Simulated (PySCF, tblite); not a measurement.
# C5H16AlNO: geometry, infrared bands, NMR shifts and electronic excitations

What infrared bands, NMR shifts and electronic excitations should C5H16AlNO (`CO[CH2][AlH2-][N+](C)(C)C`) show?

The runs use tblite 0.8.0 and PySCF 2.14.0, with density-fitted response routines of our own; the level of theory stands in each step. All values are computed, except where a source is named. Atoms count from 0, in the outputs and in this text.

## Step 1: Starting geometry

24 atoms, charge 0, multiplicity 1; geometry from: force field or distance geometry start.

Bonds of the start (Å): C0–O1 1.40, O1–C2 1.39, C2–Al3 1.99, Al3–N4 1.89, N4–C5 1.47, N4–C6 1.44, N4–C7 1.44, C0–H8 1.12, C0–H9 1.10, C0–H10 1.10, C2–H11 1.10, C2–H12 1.12, Al3–H13 1.61, Al3–H14 1.62, C5–H15 1.08, C5–H16 1.13, C5–H17 1.09, C6–H18 1.08, C6–H19 1.11, C6–H20 1.12, C7–H21 1.10, C7–H22 1.08, C7–H23 1.13.

## Step 2: Geometry optimisation with GFN2-xTB

Job settings and geometry (Å):

```
{"job": {"kind": "relax", "xc": "GFN2-xTB", "basis": "xTB"}, "charge": 0, "multiplicity": 1}
C      3.783200     0.859000    -0.648400
O      2.583100     0.844100     0.066200
C      1.864300    -0.318300    -0.186300
Al     0.207900    -0.174000     0.908000
N     -1.398700    -0.189200    -0.089700
C     -2.414100     0.369900     0.811700
C     -1.355200     0.637400    -1.273800
C     -1.853100    -1.507600    -0.456000
H      4.321200     1.808800    -0.389400
H      3.515200     0.895300    -1.714900
H      4.431900     0.014500    -0.363000
H      2.412700    -1.246800     0.049500
H      1.632100    -0.321200    -1.284400
H      0.169000    -1.396300     1.953800
H      0.218300     1.249300     1.681500
H     -3.402100     0.315900     0.368800
H     -2.349700    -0.270000     1.737800
H     -2.049400     1.361300     1.075800
H     -0.498500     0.490200    -1.920700
H     -1.373800     1.712200    -0.995500
H     -2.291700     0.396700    -1.842000
H     -1.728800    -2.255900     0.344000
H     -1.461600    -1.834300    -1.410000
H     -2.974000    -1.421100    -0.582100
```

Started as:

```
$ OMP_NUM_THREADS=1 python probes_run.py task.json out
```

One launch serves the whole session: the jobs run in the order shown.

**Question.** This job is followed by: GFN2-xTB harmonic vibrations, gas phase; PBE0-D3(BJ)/def2-SVP geometry optimisation, gas phase; GIAO PBE0/pcSseg-1 NMR shielding, non-relativistic, gas phase; TDDFT B3LYP/def2-SVPD, vertical, gas phase, core orbitals frozen in the response; GIAO KT2/pcSseg-1 NMR shielding, non-relativistic, gas phase. Predict these results of the whole session: strongest single infrared mode (GFN2-xTB); zero-point energy (GFN2-xTB); rotational constants (main isotopes); ¹³C shifts against TMS (PBE0/pcSseg-1, means over atoms taken as alike); ¹H shifts against TMS (PBE0/pcSseg-1, means over atoms taken as alike); ¹⁷O shifts against H2O (PBE0/pcSseg-1); ²⁷Al shifts against AlH4- (PBE0/pcSseg-1); ¹⁵N shifts against NH3 (PBE0/pcSseg-1); lowest singlet (B3LYP/def2-SVPD); brightest single state of those computed; lowest triplet; vertical ionisation energy (ΔSCF); range of the shift of O1.

**Answer**, as computed:

```
                                                               quantity                        value
                              strongest single infrared mode (GFN2-xTB)         729 cm⁻¹, 580 km/mol
                                           zero-point energy (GFN2-xTB)               125.4 kcal/mol
                                   rotational constants (main isotopes)         3.43, 0.73, 0.70 GHz
¹³C shifts against TMS (PBE0/pcSseg-1, means over atoms taken as alike)         65.9, 62.7, 47.7 ppm
 ¹H shifts against TMS (PBE0/pcSseg-1, means over atoms taken as alike)   3.92, 3.16, 2.66, 2.28 ppm
                                 ¹⁷O shifts against H2O (PBE0/pcSseg-1)                     -6.2 ppm
                              ²⁷Al shifts against AlH4- (PBE0/pcSseg-1)                     77.2 ppm
                                 ¹⁵N shifts against NH3 (PBE0/pcSseg-1)                     43.6 ppm
                                       lowest singlet (B3LYP/def2-SVPD)  5.85 eV (212 nm), f = 0.007
                               brightest single state of those computed  state 6, 6.77 eV, f = 0.086
                                                         lowest triplet                      5.75 eV
                                      vertical ionisation energy (ΔSCF)                      8.76 eV
                                               range of the shift of O1              -6.2 to 5.3 ppm
```

In words: Over 155 steps the energy fell by 1.543 eV; of the close pairs, O1–Al3 changed most, 2.718 to 1.859 Å (GFN2-xTB). No mode is imaginary among the 66: a minimum at this level. The strongest single mode, at 729 cm⁻¹, moves mainly H13 and H14. GFN2-xTB is a fitted tight-binding method: band positions and strengths are rough. Its intensities can rank the bands wrongly. Relaxing lowered the energy by 0.520 eV in 15 steps; the close pair that moved most is O1–Al3, from 1.821 to 2.694 Å (PBE0/def2-SVP). The most deshielded carbon is C0 (methyl carbon bonded to O), at 65.9 ppm: pulled downfield by the heteroatom. At PBE0/pcSseg-1: Shielding is most anisotropic at C2 (span 112 ppm, paramagnetic term -134 ppm). The first singlet state (HOMO→LUMO 0.96) lies at 5.85 eV and is weak; of the 10 states computed, the strongest absorption comes from state 6 at 6.77 eV. The lowest triplet lies 0.10 eV below the lowest singlet (triplets in Tamm-Dancoff, singlets in full TDDFT). The orbital energy would give 6.65 eV for ionisation, ΔSCF gives 8.76 eV. Across the 2 runs the shift of O1 moves most, between -6.2 (PBE0/pcSseg-1) and 5.3 ppm (KT2/pcSseg-1).
